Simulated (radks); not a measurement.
# Ionising antimony step by step, Sb¹⁹⁺ to Sb³⁰⁺

How much does each further electron of antimony cost? Each ion is computed in its NIST ground configuration. Each value is a difference of total energies (Δ-SCF).

Method: Dirac Kohn-Sham, BLYP, spin-unpolarised, spherical densities, point nucleus; open shells fill j = l - 1/2 first. Code: radks (a radial shooting solver on a logarithmic mesh, Libxc functionals) version 1.

## Step 1: The atom as given

- element: antimony (Z = 51)
- charges: 19 to 30
- first configuration: [Ar] 3d10 4s2 4p2
- last configuration: [Ar] 3d3

## Step 2: Sb¹⁹⁺, [Ar] 3d10 4s2 4p2

Settings of this run:

```text
Z 51
configuration [Ar] 3d10 4s2 4p2
relativity Dirac
functional b88,lyp
spin unpolarised
j_filling energy
nucleus point
c 137.035999084
```

## Step 3: Sb²⁰⁺, [Ar] 3d10 4s2 4p1

Changes since step 2:

```diff
@@ -1,3 +1,3 @@
 Z 51
-configuration [Ar] 3d10 4s2 4p2
+configuration [Ar] 3d10 4s2 4p1
 relativity Dirac
```

## Step 4: Sb²¹⁺, [Ar] 3d10 4s2

Changes since step 3:

```diff
@@ -1,3 +1,3 @@
 Z 51
-configuration [Ar] 3d10 4s2 4p1
+configuration [Ar] 3d10 4s2
 relativity Dirac
```

## Step 5: Sb²²⁺, [Ar] 3d10 4s1

Changes since step 4:

```diff
@@ -1,3 +1,3 @@
 Z 51
-configuration [Ar] 3d10 4s2
+configuration [Ar] 3d10 4s1
 relativity Dirac
```

## Step 6: Sb²³⁺, [Ar] 3d10

Changes since step 5:

```diff
@@ -1,3 +1,3 @@
 Z 51
-configuration [Ar] 3d10 4s1
+configuration [Ar] 3d10
 relativity Dirac
```

## Step 7: Sb²⁴⁺, [Ar] 3d9

Changes since step 6:

```diff
@@ -1,3 +1,3 @@
 Z 51
-configuration [Ar] 3d10
+configuration [Ar] 3d9
 relativity Dirac
```

## Step 8: Sb²⁵⁺, [Ar] 3d8

Changes since step 7:

```diff
@@ -1,3 +1,3 @@
 Z 51
-configuration [Ar] 3d9
+configuration [Ar] 3d8 4s0 4p0
 relativity Dirac
```

## Step 9: Sb²⁶⁺, [Ar] 3d7

Changes since step 8:

```diff
@@ -1,3 +1,3 @@
 Z 51
-configuration [Ar] 3d8 4s0 4p0
+configuration [Ar] 3d7
 relativity Dirac
```

## Step 10: Sb²⁷⁺, [Ar] 3d6

Changes since step 9:

```diff
@@ -1,3 +1,3 @@
 Z 51
-configuration [Ar] 3d7
+configuration [Ar] 3d6
 relativity Dirac
```

## Step 11: Sb²⁸⁺, [Ar] 3d5

Changes since step 10:

```diff
@@ -1,3 +1,3 @@
 Z 51
-configuration [Ar] 3d6
+configuration [Ar] 3d5
 relativity Dirac
```

## Step 12: Sb²⁹⁺, [Ar] 3d4

Changes since step 11:

```diff
@@ -1,3 +1,3 @@
 Z 51
-configuration [Ar] 3d5
+configuration [Ar] 3d4
 relativity Dirac
```

## Step 13: Sb³⁰⁺, [Ar] 3d3

Changes since step 12:

```diff
@@ -1,3 +1,3 @@
 Z 51
-configuration [Ar] 3d4
+configuration [Ar] 3d3
 relativity Dirac
```

**Question.** What will these runs give? Wanted: for each run, species; configuration; Δ-SCF; −ε(HOMO); NIST; error.

**Answer**, as computed:

| species | configuration | Δ-SCF (eV) | −ε(HOMO) (eV) | NIST (eV) | error (%) |
| --- | --- | --- | --- | --- | --- |
| Sb¹⁹⁺ | [Ar] 3d10 4s2 4p2 | 554.26 | 538.48 | 552 (theory) | +0.4 |
| Sb²⁰⁺ | [Ar] 3d10 4s2 4p1 | 586.01 | 570.09 | 584 (theory) | +0.3 |
| Sb²¹⁺ | [Ar] 3d10 4s2 | 663.89 | 647.69 | 657 (theory) | +1.0 |
| Sb²²⁺ | [Ar] 3d10 4s1 | 696.58 | 680.09 | 693.3 (semi-emp.) | +0.5 |
| Sb²³⁺ | [Ar] 3d10 | 1214.7 | 1178.0 | 1214 (theory) | +0.1 |
| Sb²⁴⁺ | [Ar] 3d9 | 1289.1 | 1251.6 | 1285 (theory) | +0.3 |
| Sb²⁵⁺ | [Ar] 3d8 | 1365.2 | 1326.9 | 1360 (theory) | +0.4 |
| Sb²⁶⁺ | [Ar] 3d7 | 1442.8 | 1403.7 | 1441 (theory) | +0.1 |
| Sb²⁷⁺ | [Ar] 3d6 | 1521.9 | 1482.1 | 1518 (theory) | +0.3 |
| Sb²⁸⁺ | [Ar] 3d5 | 1602.5 | 1561.9 | 1606 (theory) | -0.2 |
| Sb²⁹⁺ | [Ar] 3d4 | 1697.3 | 1655.7 | 1698 (theory) | -0.0 |

**Reading.** Reference values: NIST Atomic Spectra Database (exp. measured, semi-emp. semi-empirical, theory a theoretical value adopted there). Per unit of the charge left behind, the cost jumps most at Sb²³⁺ ([Ar] 3d10): from 696.58 to 1214.7 eV. There the highest level belongs to another shell. Minus the highest eigenvalue gives 97 to 98 % of the Δ-SCF value along the ladder. Spin polarisation and multiplet splitting are left out, so open shells lie too high by an amount that depends on their filling.
